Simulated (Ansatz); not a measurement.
# W4S7: the cost of one run

Computed with Ansatz 0.2.0 (DFT LDA+D3(BJ), scalar-relativistic, plane waves, PAW, unless a step's input says otherwise).

8 further runs of the same task are left out: 8 set aside as unsound or not needed.

## (1) The system as given

Symmetry: R3m, No. 160, trigonal system. Conventional cell: a = 3.100 Å, b = 3.100 Å, c = 17.125 Å, α = 90.00°, β = 90.00°, γ = 120.00°. W (site symmetry 3m) is surrounded by 6 S at 2.37 to 2.38 Å. Around S (site symmetry 3m) lie 3 W at 2.37 Å. S (site symmetry 3m) is surrounded by 3 W at 2.38 Å.

As a file:

```xyz
3
Lattice="1.5498 0.8948 5.7083 -1.5498 0.8948 5.7083 0.0000 -1.7895 5.7083" Properties=species:S:1:pos:R:3 pbc="T T T"
W     0.0000    0.0000   -0.0105
S     0.0000    0.0000   12.9664
S     0.0000    0.0000    9.8424
```

It is the result of an earlier relaxation at this level (volume 15.83 Å³/atom; gap on the mesh: 0.54 eV).

## (2) The scan

Atoms count from 1 in the order of the input.

An atom moved over a plane that holds its own site and a neighbouring vacancy.

First coordinate, path of S9 from its site (0) to the vacancy (1), 3.100 Å: 11 values from −0.125 to 1.125. Second coordinate, shift of S9 across the path, along [1 2 0]: 9 values from −0.700 Å.

Nothing else is relaxed (all other atoms held at the sites of the perfect crystal). Points are written as (first, second).

## (3) The run at (−0.125, 0.350 Å)

Contents of input.yaml:

```yaml
crystal:
  lattice:
    - [3.099543257, -5.3685664014, 0.0]
    - [6.199086514, 0.0, 0.0]
    - [3.099543257, -1.7895221338, 5.708267761]
  atoms:
    - { symbol: W, position: [0.5006136535, 0.0006136535, 0.9981590395] }
    - { symbol: W, position: [0.0006136535, 0.0006136535, 0.9981590395] }
    - { symbol: W, position: [0.5006136535, 0.5006136535, 0.9981590395] }
    - { symbol: W, position: [0.0006136535, 0.5006136535, 0.9981590395] }
    - { symbol: S, position: [0.7428304371, 0.2428304371, 0.2715086887] }
    - { symbol: S, position: [0.2428304371, 0.2428304371, 0.2715086887] }
    - { symbol: S, position: [0.7428304371, 0.7428304371, 0.2715086887] }
    - { symbol: S, position: [0.2428304371, 0.7428304371, 0.2715086887] }
    - { symbol: S, position: [0.3301587527, 0.4904502227, 0.7242322718] }
    - { symbol: S, position: [0.9252559094, 0.9252559094, 0.7242322718] }
    - { symbol: S, position: [0.4252559094, 0.9252559094, 0.7242322718] }
total_charge: 2
basis:
  ecutwfc: 420
kpoints:
  mp_grid: { grid: [6, 6, 6] }
hamiltonian:
  xc: lda
  pseudopotentials: { kind: paw, azcp: { folder: soft_1 } }
  dispersion: d3bj
scf:
  occupations: { method: gaussian, width: 0.05 }
output:
  forces: true
  stress: true
  eigenvalues: true
  write_density: true
  write_potential: true
  elf: true
  volumetric_format: npy
```

The run is started by

```bash
ansatz run input.yaml --threads 4 --pin off --max-ram 8192MiB --backend cpu --events-out ev --progress --plain --runs-dir out
```

**Question.** How long does this run take on 4 threads of Intel Xeon Platinum 8259CL at 2.50GHz (Skylake/Cascade Lake), shared host, and how much memory does it need?

About 36 s, with a peak of 1.1 GiB.
